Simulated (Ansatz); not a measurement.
# SnTe5: the cost of one run

Computed with Ansatz 0.2.0 (DFT PBE, scalar-relativistic, plane waves, PAW, unless a step's input says otherwise).

## (1) The structure to begin with

The structure is hexagonal, space group P-62m (No. 189). Conventional cell: a = 6.640 Å, b = 6.640 Å, c = 6.088 Å, α = 90.00°, β = 90.00°, γ = 120.00°. Around Sn (site symmetry -62m) lie 12 Te at 3.69 to 3.83 Å. Te (site symmetry m2m) has 10 Te at 3.60 to 3.96 Å and 2 Sn at 3.69 Å as nearest neighbours. Te (site symmetry -6) has 9 Te at 3.81 to 3.83 Å and 3 Sn at 3.83 Å as nearest neighbours.

Structure file:

```xyz
6
Lattice="6.6395 0.0000 0.0000 -3.3198 5.7500 0.0000 0.0000 0.0000 6.0877" Properties=species:S:1:pos:R:3 pbc="T T T"
Sn    0.0000    0.0000    0.0000
Te    2.0784    0.0000    3.0439
Te    2.2806    3.9500    3.0439
Te   -1.0392    1.7999    3.0439
Te    0.0000    3.8333    0.0000
Te    3.3198    1.9167    0.0000
```

A structure generator made this guess: species swapped into a database cell of Mg5Pd (P-62m, No. 189), with Te on the Mg sites and Sn on the Pd sites. Lengths come from tabulated atomic sizes and are only a guess.

## (2) The guess as it stands, on a coarse mesh

File input.yaml:

```yaml
crystal:
  lattice:
    - [6.63950028, 0.0, 0.0]
    - [-3.31975014, 5.74997591, 0.0]
    - [0.0, 0.0, 6.08772634]
  atoms:
    - { symbol: Sn, position: [0.0, 0.0, 0.0] }
    - { symbol: Te, position: [0.31303453, 0.0, 0.5] }
    - { symbol: Te, position: [0.68696547, 0.68696547, 0.5] }
    - { symbol: Te, position: [0.0, 0.31303453, 0.5] }
    - { symbol: Te, position: [0.33333333, 0.66666667, 0.0] }
    - { symbol: Te, position: [0.66666667, 0.33333333, 0.0] }
basis:
  ecutwfc: 420
kpoints:
  mp_grid: { grid: [3, 3, 4] }
hamiltonian:
  xc: pbe
scf:
  occupations: { method: gaussian, width: 0.1 }
  lower_state_search: "off"
output:
  forces: true
  stress: true
  eigenvalues: true
```

Run with:

```console
> ansatz run input.yaml --threads 1 --pin off --max-ram 2560MiB --backend cpu --events-out ev --progress --plain --runs-dir out
```

Q: Estimate wall time and peak memory on 1 thread of Intel Xeon at 2.70GHz, shared host.

About 14 s, with a peak of 0.47 GiB.
